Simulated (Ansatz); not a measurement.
# C₃H₅Al: basis-set convergence

An exercise on one series of results from a longer session: the logs are not shown, and one member is left open.

Computed with Ansatz 0.2.0, Gaussian basis. Level: one geometry, several basis sets.

Plan: PBE0-D4/def2-SVP; ωB97M-V/def2-SVP; PBE0-D4/def2-QZVPP; ωB97M-V/def2-QZVPP; CCSD(T)/cc-pV(D+d)Z; CCSD(T)/cc-pV(T+d)Z; CCSD(T)/cc-pV(Q+d)Z; the functionals' def2-TZVPP values are taken from earlier runs.

## Structure used throughout

An earlier PBE0-D4 in a triple-zeta def2 set relaxation fixed the geometry.

9 atoms, charge 0, spin multiplicity 1.

Atoms are counted from 1 here; the program's logs count them from 0.

Bond lengths: C1–C2 1.211 Å, C1–H5 1.067 Å, C2–Al3 1.913 Å, Al3–C4 1.944 Å, Al3–H6 1.583 Å, C4–H7 1.095 Å, C4–H8 1.095 Å, C4–H9 1.092 Å. Angles: C2–C1–H5 179.9°, C1–C2–Al3 179.8°, C2–Al3–C4 118.7°, C2–Al3–H6 117.5°, C4–Al3–H6 123.8°, Al3–C4–H7 110.4°, Al3–C4–H8 110.7°, Al3–C4–H9 113.1°, H7–C4–H8 106.2°, H7–C4–H9 107.9°, H8–C4–H9 108.2°.

Set-up of the first run:

Contents of in.yaml:

```yaml
crystal:
  periodic: [false, false, false]
  atoms:
    - {symbol: C, position_ang: [1.587296, 0.633465, -2.160045]}
    - {symbol: C, position_ang: [1.029663, 0.616426, -1.084922]}
    - {symbol: Al, position_ang: [0.148190, 0.584591, 0.612052]}
    - {symbol: C, position_ang: [-1.118885, -0.842857, 0.978578]}
    - {symbol: H, position_ang: [2.079383, 0.650421, -3.106336]}
    - {symbol: H, position_ang: [0.497202, 1.737276, 1.639964]}
    - {symbol: H, position_ang: [-1.954611, -0.803145, 0.271686]}
    - {symbol: H, position_ang: [-0.649016, -1.822357, 0.842711]}
    - {symbol: H, position_ang: [-1.530821, -0.800122, 1.989112]}
basis:
  gaussian: {orbitals: def2-SVP}
hamiltonian: {xc: pbe0, dispersion: d4}
output: {orbitals: {seedname: orbitals}}
```

Launch:

```console
ansatz run in.yaml --threads 2 --pin off --events-out ev --progress --plain --max-ram 20480MiB --backend cpu
```

Steps of the session up to this table: PBE0-D4 in def2-SVP; ωB97M-V in def2-SVP; PBE0-D4 in def2-QZVPP; ωB97M-V in def2-QZVPP.

One table of the session follows, with a row left open; its other results are not shown here.

It belongs to the step «Functionals by basis». 

| functional | basis | HOMO (eV) | LUMO (eV) |
| --- | --- | --- | --- |
| PBE0-D4 | def2-SVP | -7.75 | -1.40 |
| PBE0-D4 | def2-TZVPP | -7.81 | -1.46 |
| PBE0-D4 | def2-QZVPP | -7.83 | -1.48 |
| ωB97M-V | def2-SVP | ? | ? |
| ωB97M-V | def2-TZVPP | -10.03 | 0.22 |
| ωB97M-V | def2-QZVPP | -10.04 | 0.09 |

Q: Estimate the row for ωB97M-V, def2-SVP from the others.

The run gave: HOMO (eV): -9.94; LUMO (eV): 0.34. In the column «HOMO (eV)» it lies between ωB97M-V, def2-TZVPP (-10.03) and PBE0-D4, def2-QZVPP (-7.83).
